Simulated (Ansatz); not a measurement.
**AlClH4N2: a short trajectory**

What does AlClH4N2 do in its first 30 fs with a Nosé-Hoover thermostat, with the temperature set to 1000 K?

Computed with Ansatz 0.2.0, Gaussian basis. Level: r2SCAN/6-31G* with D3(BJ) dispersion.

## (1) The geometry

The structure was relaxed beforehand with PBE0-D4 in a triple-zeta def2 set.

SMILES `[NH2][Al]([NH2])[Cl]`, 8 atoms, charge 0, spin multiplicity 1.

Atoms are counted from 1 here; the program's logs count them from 0.

Bond lengths: N1–Al2 1.758 Å, N1–H5 1.006 Å, N1–H6 1.006 Å, Al2–N3 1.758 Å, Al2–Cl4 2.099 Å, N3–H7 1.006 Å, N3–H8 1.006 Å. Angles: Al2–N1–H5 123.6°, Al2–N1–H6 125.8°, H5–N1–H6 110.6°, N1–Al2–N3 123.5°, N1–Al2–Cl4 118.2°, N3–Al2–Cl4 118.2°, Al2–N3–H7 125.8°, Al2–N3–H8 123.6°, H7–N3–H8 110.6°.

## (2) The run

The input, in.yaml:

```yaml
crystal:
  periodic: [false, false, false]
  atoms:
    - {symbol: N, position_ang: [-0.490331, 1.487443, -0.172881]}
    - {symbol: Al, position_ang: [-0.217329, -0.236934, -0.376950]}
    - {symbol: N, position_ang: [0.829588, -1.184299, 0.670004]}
    - {symbol: Cl, position_ang: [-1.193692, -1.217166, -1.955114]}
    - {symbol: H, position_ang: [-1.089700, 2.030537, -0.771435]}
    - {symbol: H, position_ang: [-0.082640, 2.067595, 0.540633]}
    - {symbol: H, position_ang: [1.349833, -0.832960, 1.456005]}
    - {symbol: H, position_ang: [0.986471, -2.171416, 0.554037]}
basis:
  gaussian: {orbitals: "6-31G*"}
hamiltonian: {xc: {name: r2SCAN}, dispersion: d3bj}
md: {timestep: 1 fs, n_steps: 30, ensemble: nvt_nose_hoover, temperature: 1000, initial_velocities: maxwell_boltzmann, seed: 939}
```

Command:

```bash
$ ansatz run in.yaml --threads 4 --pin off --events-out ev --progress --plain --max-ram 10444MiB
```

Output, shortened:

```text
Warning: the engine holds no damping parameters fitted to this dispersion correction and functional, so the run takes those fitted to r2scan beside the three-body term, which d3bj leaves out (hamiltonian.dispersion, under Limitations)
Functional definition: r2SCAN
  name "r2SCAN"
  cite "Furness, Kaplan, Ning, Perdew & Sun, J. Phys. Chem. Lett. 11, 8208 (2020) doi:10.1021/acs.jpclett.0c02405"
  cite "Furness, Kaplan, Ning, Perdew & Sun, J. Phys. Chem. Lett. 11, 9248 (2020) doi:10.1021/acs.jpclett.0c03077"
  parent r2scan
[...]
971 factors; their error is unknown
[...]
mean field -22164.39902942 eV, -814.5266407619 hartree, gradient 4.9e-5 eV, S^2 0.000000; 0 other end points of the search recorded, 0 dependent functions left out
[...]
reference -22164.39904066 eV, -814.5266411749 hartree; 24, 24 occupied and 52, 52 virtual orbitals, 971 factors
md step     0: t =     0.00 fs  T =  1000.0 K  F+E_penalty+E_count = -22164.44151686 eV  E_kin = 0.775560 eV  conserved = -22163.66595686 eV  (25 SCF iters)
[...]
md step     7: t =     7.00 fs  T =   579.7 K  F+E_penalty+E_count = -22164.09313288 eV  E_kin = 0.449568 eV  conserved = -22163.64401724 eV  (30 SCF iters, 3 dispersion substeps)
[...]
md step    14: t =    14.00 fs  T =   440.7 K  F+E_penalty+E_count = -22163.99736211 eV  E_kin = 0.341792 eV  conserved = -22163.65771623 eV  (30 SCF iters, 3 dispersion substeps)
[...]
md step    21: t =    21.00 fs  T =   312.3 K  F+E_penalty+E_count = -22163.88784130 eV  E_kin = 0.242233 eV  conserved = -22163.65043892 eV  (31 SCF iters, 3 dispersion substeps)
[...]
md step    28: t =    28.00 fs  T =   477.5 K  F+E_penalty+E_count = -22164.01987656 eV  E_kin = 0.370310 eV  conserved = -22163.65901488 eV  (29 SCF iters, 3 dispersion substeps)
[...]
md step    29: t =    29.00 fs  T =   445.6 K  F+E_penalty+E_count = -22163.98488870 eV  E_kin = 0.345623 eV  conserved = -22163.64973326 eV  (30 SCF iters, 3 dispersion substeps)
[...]
md step    30: t =    30.00 fs  T =   467.3 K  F+E_penalty+E_count = -22164.00337876 eV  E_kin = 0.362410 eV  conserved = -22163.65248645 eV  (27 SCF iters, 3 dispersion substeps)
Total energy: -22164.00339030 eV, -814.5121012924 hartree
Atom 0 at    -0.543519     1.426963    -0.096205 Å, force     1.246574     1.556043     0.023653 eV/Å
Atom 1 at    -0.128909    -0.258788    -0.378968 Å, force    -0.966343    -1.176547    -1.035821 eV/Å
Atom 2 at     0.930069    -1.098454     0.783401 Å, force    -0.299312     2.714450     1.796805 eV/Å
Atom 3 at    -1.278984    -1.215702    -2.037372 Å, force     0.890383     0.486831     1.070625 eV/Å
Atom 4 at    -0.866731     1.984152    -0.885515 Å, force    -0.302903    -0.149488     0.084591 eV/Å
Atom 5 at     0.241732     1.988305     0.303620 Å, force    -0.865894    -0.517957    -0.087413 eV/Å
Atom 6 at     0.896701    -0.630262     1.760884 Å, force     0.219001    -1.093979    -2.100679 eV/Å
Atom 7 at     0.867909    -2.067417     0.905936 Å, force     0.078494    -1.819352     0.248238 eV/Å
Dipole moment:     0.371140     0.293021     0.441560 e Å
```

Wall time 43 s (4 threads of Arm Neoverse V1, shared host).

## (3) Frames and traces

One row in 2; energies are counted from the first frame:

| time (fs) | T (K) | potential (meV) | conserved (meV) | N1–Al2 (Å) |
| --- | --- | --- | --- | --- |
| 0.0 | 1000 | 0.0 | 0.00 | 1.758 |
| 2.0 | 780 | 188.9 | 18.46 | 1.780 |
| 4.0 | 775 | 183.9 | 9.61 | 1.805 |
| 6.0 | 668 | 269.6 | 11.45 | 1.832 |
| 8.0 | 645 | 287.8 | 11.81 | 1.856 |
| 10.0 | 632 | 295.9 | 9.44 | 1.876 |
| 12.0 | 438 | 452.5 | 15.40 | 1.890 |
| 14.0 | 441 | 444.2 | 8.24 | 1.899 |
| 16.0 | 273 | 586.3 | 19.74 | 1.901 |
| 18.0 | 417 | 460.2 | 4.22 | 1.893 |
| 20.0 | 330 | 540.7 | 16.67 | 1.876 |
| 22.0 | 358 | 514.3 | 11.36 | 1.855 |
| 24.0 | 357 | 514.6 | 9.08 | 1.831 |
| 26.0 | 313 | 558.8 | 18.21 | 1.807 |
| 28.0 | 477 | 421.6 | 6.94 | 1.782 |
| 30.0 | 467 | 438.1 | 13.47 | 1.759 |

Positions (Å) and forces (eV/Å) at 30.0 fs:

```xyz
8

N    -0.544    1.427   -0.096    1.247    1.556    0.024
Al   -0.129   -0.259   -0.379   -0.966   -1.177   -1.036
N     0.930   -1.098    0.783   -0.299    2.714    1.797
Cl   -1.279   -1.216   -2.037    0.890    0.487    1.071
H    -0.867    1.984   -0.886   -0.303   -0.149    0.085
H     0.242    1.988    0.304   -0.866   -0.518   -0.087
H     0.897   -0.630    1.761    0.219   -1.094   -2.101
H     0.868   -2.067    0.906    0.078   -1.819    0.248
```

## (4) Results

| quantity | value |
| --- | --- |
| length | 30 steps of 1.0 fs |
| temperature, first and last frame | 1000, 467 K |
| temperature, second half | mean 372 K, from 273 to 477 K |
| swing of the potential | 586 meV |
| largest change of the conserved energy | 21.94 meV |
| range of N1–Al2 | 1.758 to 1.901 Å |

In words: From 1000 K at the start the temperature swings between 273 and 1000 K: with 8 atoms it has no steady value yet; starting near a minimum, about half of the kinetic energy flows into the potential. The conserved energy moves by 21.94 meV, 3.7 % of the potential's swing. N1–Al2 swings most, by 0.14 Å; no bond breaks. A run of 30 fs gives no averages.
